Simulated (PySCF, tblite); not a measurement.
# C₄H₁₁BNSi radical: geometry, infrared bands and EPR parameters

What infrared bands and EPR parameters should C₄H₁₁BNSi radical (`CB1C[SiH2]C[CH]N1`) show?

The runs use tblite 0.8.0 and PySCF 2.14.0, with density-fitted response routines of our own; the level of theory stands in each step. All values are computed, except where a source is named. Atoms count from 0, in the outputs and in this text.

## (1) The molecule as given

18 atoms, charge 0, multiplicity 2; geometry from: force field or distance geometry start.

Bonds of the start (Å): C0–B1 1.59, B1–C2 1.60, C2–Si3 1.85, Si3–C4 1.86, C4–C5 1.53, C5–N6 1.46, N6–B1 1.54, C0–H7 1.12, C0–H8 1.11, C0–H9 1.11, C2–H10 1.11, C2–H11 1.11, Si3–H12 1.49, Si3–H13 1.48, C4–H14 1.11, C4–H15 1.11, C5–H16 1.12, N6–H17 1.04.

## (2) Relaxing the molecule with GFN2-xTB

The job: settings as JSON, then the geometry in Å.

```
{"job": {"kind": "relax", "xc": "GFN2-xTB", "basis": "xTB"}, "charge": 0, "multiplicity": 2}
C     -2.470700    -0.154000     0.237400
B     -1.003500     0.044100    -0.329400
C     -0.140600    -1.233600    -0.768000
Si     1.491200    -1.143400     0.101100
C      1.955400     0.660100     0.169200
C      0.735300     1.477400     0.607100
N     -0.340600     1.428900    -0.382300
H     -2.913100     0.830200     0.531000
H     -3.105900    -0.619300    -0.545300
H     -2.458100    -0.814600     1.132500
H     -0.679200    -2.176800    -0.525500
H      0.022400    -1.179000    -1.863600
H      1.319200    -1.640300     1.495500
H      2.514000    -1.939600    -0.602900
H      2.785300     0.808200     0.885200
H      2.284400     0.992800    -0.833600
H      1.051800     2.537200     0.771500
H     -1.056100     2.128000    -0.091500
```

Started as:

```console
OMP_NUM_THREADS=1 python probes_run.py task.json out
```

The driver reads the jobs from task.json and runs them one after another.

The log of the run:

```text
step      E/eV     max force
  0    -543.39928    3.321
  1    -543.76937    2.541
  2    -544.10472    1.277
  3    -544.22084    0.771
  4    -544.31760    0.705
  5    -544.35950    0.699
  6    -544.40608    0.576
  7    -544.44253    0.469
  8    -544.46771    0.445
  9    -544.48809    0.406
 10    -544.51174    0.384
 11    -544.53565    0.441
 12    -544.55593    0.299
 13    -544.57145    0.353
 14    -544.58426    0.312
 15    -544.59590    0.266
 16    -544.60514    0.280
 17    -544.61297    0.246
 18    -544.62044    0.170
 19    -544.62729    0.224
 20    -544.63346    0.225
 21    -544.64075    0.210
 22    -544.64919    0.213
 23    -544.65704    0.183
 24    -544.66338    0.211
 25    -544.66847    0.224
 26    -544.67324    0.211
 27    -544.67764    0.182
 28    -544.68026    0.097
 29    -544.68147    0.070
 30    -544.68234    0.093
 31    -544.68336    0.114
 32    -544.68440    0.093
 33    -544.68512    0.057
 34    -544.68556    0.051
 35    -544.68591    0.046
 36    -544.68629    0.057
 37    -544.68673    0.059
 38    -544.68718    0.054
 39    -544.68770    0.071
 40    -544.68848    0.074
 41    -544.68969    0.125
 42    -544.69135    0.153
 43    -544.69315    0.125
 44    -544.69471    0.080
 45    -544.69601    0.082
 46    -544.69757    0.109
 47    -544.69947    0.138
 48    -544.70110    0.105
 49    -544.70242    0.087
 50    -544.70366    0.086
 51    -544.70450    0.115
 52    -544.70547    0.102
 53    -544.70703    0.055
 54    -544.70824    0.066
 55    -544.70935    0.087
 56    -544.71034    0.087
 57    -544.71142    0.077
 58    -544.71239    0.080
 59    -544.71314    0.083
 60    -544.71390    0.069
 61    -544.71471    0.081
 62    -544.71609    0.097
 63    -544.71692    0.093
 64    -544.71765    0.049
 65    -544.71802    0.044
 66    -544.71837    0.053
 67    -544.71880    0.072
 68    -544.71922    0.060
 69    -544.71943    0.027
 70    -544.71951    0.021
 71    -544.71957    0.020
 72    -544.71965    0.024
 73    -544.71975    0.024
 74    -544.71985    0.021
 75    -544.71993    0.022
 76    -544.72001    0.023
 77    -544.72009    0.020
 78    -544.72018    0.022
 79    -544.72030    0.028
 80    -544.72043    0.026
 81    -544.72057    0.032
 82    -544.72074    0.032
 83    -544.72099    0.033
 84    -544.72129    0.038
 85    -544.72158    0.034
 86    -544.72181    0.031
 87    -544.72200    0.031
 88    -544.72222    0.033
 89    -544.72244    0.030
 90    -544.72260    0.026
 91    -544.72272    0.025
 92    -544.72282    0.025
 93    -544.72293    0.030
 94    -544.72301    0.021
 95    -544.72306    0.017
 96    -544.72309    0.014
 97    -544.72311    0.015
 98    -544.72315    0.015
 99    -544.72317    0.009
```

Wall time 0.68 s (1 thread of Arm Neoverse V1, shared host).

Along the way: (not every step is listed)

| step | energy from step 0 (eV) | largest force (eV/Å) |
| --- | --- | --- |
| 0 | 0.0000 | 3.3214 |
| 1 | -0.3701 | 2.5406 |
| 2 | -0.7054 | 1.2765 |
| 3 | -0.8216 | 0.7706 |
| 4 | -0.9183 | 0.7048 |
| 5 | -0.9602 | 0.6994 |
| 6 | -1.0068 | 0.5760 |
| 7 | -1.0433 | 0.4694 |
| 8 | -1.0684 | 0.4451 |
| 16 | -1.2059 | 0.2800 |
| 24 | -1.2641 | 0.2111 |
| 32 | -1.2851 | 0.0931 |
| 40 | -1.2892 | 0.0738 |
| 48 | -1.3018 | 0.1048 |
| 56 | -1.3111 | 0.0870 |
| 64 | -1.3184 | 0.0489 |
| 72 | -1.3204 | 0.0244 |
| 80 | -1.3211 | 0.0262 |
| 88 | -1.3229 | 0.0332 |
| 94 | -1.3237 | 0.0208 |
| 95 | -1.3238 | 0.0170 |
| 96 | -1.3238 | 0.0143 |
| 97 | -1.3238 | 0.0154 |
| 98 | -1.3239 | 0.0151 |
| 99 | -1.3239 | 0.0088 |

Distances of close pairs at the start and the end, largest changes first:

| bond | before (Å) | after (Å) | change (Å) |
| --- | --- | --- | --- |
| B1–N6 | 1.536 | 1.409 | -0.127 |
| C5–N6 | 1.462 | 1.369 | -0.094 |
| C4–C5 | 1.532 | 1.471 | -0.062 |
| Si3–C4 | 1.864 | 1.921 | +0.058 |
| C2–Si3 | 1.851 | 1.895 | +0.044 |
| C5–H16 | 1.118 | 1.078 | -0.040 |
| N6–H17 | 1.042 | 1.012 | -0.030 |
| C0–H7 | 1.118 | 1.089 | -0.029 |

The next job starts from the end point, and lists it.

## (3) Vibrational analysis with GFN2-xTB

The job: settings as JSON, then the geometry in Å.

```
{"job": {"kind": "ir", "xc": "GFN2-xTB", "basis": "xTB"}, "charge": 0, "multiplicity": 2}
C     -2.604827    -0.087019    -0.038544
B     -1.016711     0.005344    -0.102475
C     -0.130657    -1.234883    -0.559723
Si     1.606432    -1.152411     0.193997
C      1.987774     0.705780    -0.110109
C      0.908725     1.544461     0.432851
N     -0.412583     1.205776     0.320097
H     -3.082964     0.877398     0.128179
H     -3.027820    -0.506054    -0.950110
H     -2.922946    -0.744261     0.770812
H     -0.632489    -2.178329    -0.344533
H     -0.015196    -1.210998    -1.646580
H      1.631474    -1.446043     1.633243
H      2.594101    -1.987822    -0.504084
H      2.942847     1.026907     0.301764
H      2.055707     0.824820    -1.198345
H      1.138411     2.427652     1.006807
H     -1.028038     1.935999     0.655097
```

The log of the run:

```text
mode    cm-1     km/mol
  1      51.7      0.49
  2      72.9      0.23
  3     140.0      1.75
  4     232.6      1.01
  5     250.2      0.09
  6     276.7      2.92
  7     331.2      0.91
  8     390.0     19.48
  9     396.9     14.77
 10     467.5     46.07
 11     521.3      0.06
 12     589.9     10.49
 13     616.3     73.97
 14     678.1     50.82
 15     703.1     42.51
 16     733.8      9.49
 17     740.4    110.48
 18     768.6     41.16
 19     783.9    135.62
 20     807.4    119.72
 21     858.0    145.99
 22     871.6      8.65
 23     996.9     43.58
 24    1009.1     15.18
 25    1076.6     17.85
 26    1127.0     40.65
 27    1168.0     39.16
 28    1208.4     84.98
 29    1212.7     66.90
 30    1303.8     36.13
 31    1391.0     41.61
 32    1397.1     37.00
 33    1424.7     51.41
 34    1460.1      2.85
 35    1463.8      1.99
 36    1504.4      0.31
 37    1513.7      0.84
 38    2196.5    493.82
 39    2211.3    247.07
 40    2866.5     41.05
 41    2943.1     40.34
 42    2990.6     20.79
 43    2995.4     62.79
 44    3005.0     45.07
 45    3007.6     69.64
 46    3021.7     38.59
 47    3077.1     51.77
 48    3400.7      1.71
```

Wall time 0.63 s (1 thread of Arm Neoverse V1, shared host).

Which atoms move in the most intense modes:

| cm⁻¹ | km/mol | atoms |
| --- | --- | --- |
| 616 | 74.0 | H13 37 %, H12 36 % |
| 740 | 110.5 | C2 22 %, N6 11 % |
| 784 | 135.6 | H13 36 %, H12 34 %, C2 11 % |
| 807 | 119.7 | C4 16 %, Si3 16 %, H14 13 %, C2 10 % |
| 858 | 146.0 | H9 30 %, H8 19 %, C0 15 %, B1 14 % |
| 1208 | 85.0 | H14 30 %, B1 15 %, H16 12 %, H10 12 % |
| 2196 | 493.8 | H13 85 %, H12 12 % |
| 2211 | 247.1 | H12 85 %, H13 12 % |

## (4) g tensor and hyperfine couplings: B3LYP/pcH-1

Same as in step 3 but for these lines:

```diff
@@ -1,2 +1,2 @@
-{"job": {"kind": "ir", "xc": "GFN2-xTB", "basis": "xTB"}, "charge": 0, "multiplicity": 2}
+{"job": {"kind": "epr", "basis": "pcH-1"}, "charge": 0, "multiplicity": 2}
 C     -2.604827    -0.087019    -0.038544
```

With the program's defaults for keys left out, this is: UKS B3LYP, pcH-1 on B C H N Si, non-relativistic, mean-field spin-orbit, GIAO.

The log of the run:

```text
UKS, coarse grid
  cycle   1  E = -528.10252712  |g| = 4.50e-01
  cycle   2  E = -528.03807264  |g| = 5.62e-01
  cycle   3  E = -528.20488701  |g| = 4.44e-02
  cycle   4  E = -528.20579416  |g| = 2.65e-02
  cycle   5  E = -528.20616404  |g| = 6.68e-03
  cycle   6  E = -528.20619434  |g| = 2.54e-03
  cycle   7  E = -528.20619816  |g| = 1.36e-03
  cycle   8  E = -528.20619986  |g| = 3.50e-04
UKS, final grid
  cycle   1  E = -528.20623862  |g| = 4.60e-04
  cycle   2  E = -528.20623852  |g| = 6.61e-04
  cycle   3  E = -528.20623873  |g| = 6.27e-05
  cycle   4  E = -528.20623873  |g| = 1.75e-05
E = -528.20623873 Eh   <S^2> = 0.7551 (exact 0.7500)
g shifts (ppm)      1          2          3
  rmc          -143       -143       -143
  gc             20          6         22
  oz_so         206        495        956
  total          84        359        835
hyperfine (MHz)  atom isotope    a_iso     a_fc   dipolar eigenvalues
    0   13C      -7.48      -7.48     -0.53      0.20      0.33
    1   11B      10.60      10.61    -11.12     -8.24     19.36
    2   13C      -6.31      -6.31     -0.79     -0.10      0.89
    3  29Si     -38.16     -38.26    -14.91      7.20      7.71
    4   13C     -28.51     -28.52     -1.77     -0.04      1.81
    5   13C      77.94      78.02    -71.19    -69.42    140.61
    6   14N      -6.62      -6.62     -2.75     -1.91      4.66
    7    1H       1.06       1.06     -1.54     -1.44      2.98
    8    1H      15.31      15.31     -1.35     -1.17      2.52
    9    1H      21.77      21.77     -1.53     -1.29      2.81
   10    1H       0.24       0.24     -1.43     -0.88      2.31
   11    1H      18.36      18.36     -1.56     -1.21      2.77
   12    1H      -2.25      -2.26     -1.78     -1.56      3.34
   13    1H       1.72       1.72     -1.69     -0.82      2.51
   14    1H       4.41       4.41     -4.28     -3.23      7.51
   15    1H     118.28     118.28     -4.34     -3.35      7.69
   16    1H     -58.02     -58.03    -33.94      0.79     33.16
   17    1H       1.12       1.12     -4.75     -2.78      7.54
```

Wall time 89 s (1 thread of Arm Neoverse V1, shared host); peak memory 0.97 GiB.

Principal g values 2.00240, 2.00268, 2.00315; g(iso) = 2.00275, against 2.00232 for a free electron.

Hyperfine couplings; where a row names several nuclei, a(iso) is their mean (it holds for fast rotation or exchange) and the dipolar term the largest among them:

| nuclei | isotope | a(iso) (MHz) | a(iso) (G, at g = 2.0023) | largest dipolar term (MHz) |
| --- | --- | --- | --- | --- |
| C5 | 13C | 77.9 | 27.8 | 140.6 |
| H14, H15 | 1H | 61.3 | 21.9 | 7.7 |
| H16 | 1H | -58.0 | -20.7 | -33.9 |
| Si3 | 29Si | -38.2 | -13.6 | -14.9 |
| C4 | 13C | -28.5 | -10.2 | 1.8 |
| H7, H8, H9 | 1H | 12.7 | 4.5 | 3.0 |
| B1 | 11B | 10.6 | 3.8 | 19.4 |
| H10, H11 | 1H | 9.3 | 3.3 | 2.8 |
| C0 | 13C | -7.5 | -2.7 | -0.5 |
| N6 | 14N | -6.6 | -2.4 | 4.7 |
| C2 | 13C | -6.3 | -2.3 | 0.9 |
| H17 | 1H | 1.1 | 0.4 | 7.5 |
| H12, H13 | 1H | -0.3 | -0.1 | 3.3 |

Mulliken spin populations:

C0 -0.02; B1 0.20; C2 -0.02; Si3 0.05; C4 -0.07; C5 0.84; N6 -0.01; H7 0.00; H8 0.01; H9 0.01; H10 0.00; H11 0.00; H12 0.00; H13 0.00; H14 0.00; H15 0.05; H16 -0.04; H17 0.00

In first order the couplings over 0.8 MHz of 1H, 11B, 14N give 1704 distinct lines over 101.2 G, if the averaged nuclei exchange fast; the same motion can average rows kept apart here too.

The fields below are evaluated on a grid from the run's orbitals.

ELF in a plane through or near 11 of the atoms.

Ten even steps from ' ' (0.00) to '@' (1.00):
```
                                                        
                                                        
                                                        
                  ++####::                              
                ::%%@@@@**    --####                    
                  **@@@@**..::%%@@@@::  ..==::..        
        ==****::  --**====++++@@@@%%    %%@@@@**..      
      --@@@@@@@@******++==%%----**::  **@@@@@@@@--      
      --@@@@@@@@++::%%**--++**%%##::++##@@@@@@##..      
        ==**####++++##--  ..--::##--@@----**==::        
            ..==%%@@%%--..--**--++==@@::::**==::        
              --==....--%%####@@%%--====####++--        
        ..::**%%##....==@@--##::**::    --==::..        
      ..##@@@@@@@@@@==++##**##@@@@##                    
      ..##@@@@@@@@@@++::::++%%@@@@@@::                  
        ==%%@@@@@@@@::    ..++%%@@##..                  
          ::**%%%%==          ::::..                    
                                                        
                                                        
                                                        
```
The map spans 11.3 Å across and 10.3 Å up, centred on the molecule. Atoms in the plane (x, y in Å): C0 (2.6, 0.0), B1 (1.0, 0.0), C2 (0.2, -1.3), C4 (-2.0, 0.6), C5 (-1.0, 1.6), N6 (0.4, 1.3), H7 (3.0, 1.0), H10 (0.7, -2.2), H13 (-2.5, -2.2), H14 (-3.0, 0.9), H17 (0.9, 2.1).

On the surface of density 0.002 e/bohr³ the electrostatic potential runs, from the 1st to the 99th percentile, from -0.36 V near N6 to 1.67 V near H17.

The spin density lies nearest to C5 52 %; B1 13 %; H16 9 %; N6 7 %.

## (5) Results

| quantity | value |
| --- | --- |
| strongest single infrared mode (GFN2-xTB) | 2196 cm⁻¹, 494 km/mol |
| zero-point energy (GFN2-xTB) | 89.0 kcal/mol |
| g(iso) (B3LYP) | 2.00275 |
| ⟨S²⟩ | 0.755 (exact 0.75) |
| largest a(iso) (averaged by class) | 13C on C5, 77.9 MHz |
| potential on the surface of density 0.002 e/bohr³, 1st and 99th percentile | -0.36 V and 1.67 V |

What this shows: The optimisation took 99 steps and gained 1.324 eV; among the close pairs (by a distance rule), B1–N6 changed most, from 1.536 to 1.409 Å. No mode is imaginary among the 48: a minimum at this level. The strongest single mode, at 2196 cm⁻¹, moves mainly H13. GFN2-xTB is a fitted tight-binding method: band positions and strengths are rough. Its intensities can rank the bands wrongly. C5 carries the largest spin population, 0.84 e. The isotropic g lies 0.4 ppt above the free-electron value. These values are for one conformer; the search (at its own cheap level) found 1 more, at 0.08 kcal/mol, and measured spectra average over such forms.
